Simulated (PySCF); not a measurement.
# I4Pt ([PtI4]2-): the cost of one run

Computed with PySCF 2.14.0 and routines of our own; the level stands in each step. Atoms count from 0.

## Step 1: The starting structure

5 atoms, charge -2, states of the metal's open shell are computed; geometry from: model start, shaken.

## Step 2: Geometry optimisation at PBE0-D3(BJ)/def2-SVP

What the job is given:

```
{"job": {"xc": "PBE0", "basis": "def2-SVP", "d3": "d3bj", "grid": 1, "maxiter": 45, "solvent": "water", "kind": "geom"}, "charge": -2, "metal": "Pt", "open_shell": "d8"}
Pt     0.000020     0.004480    -0.004110
I      2.726640    -0.006820    -0.014870
I     -2.739100     0.020100    -0.007380
I     -0.009310     2.747350     0.005350
I      0.001580    -2.753960    -0.000440
```

Started as:

```console
$ OMP_NUM_THREADS=1 python lf_run.py task.json out
```

The driver reads the jobs from task.json and runs them one after another.

Q: Estimate the wall time and peak memory of this first job on 1 thread of AMD EPYC 9R45, shared host.

About 95 s, with a peak of 0.89 GiB.
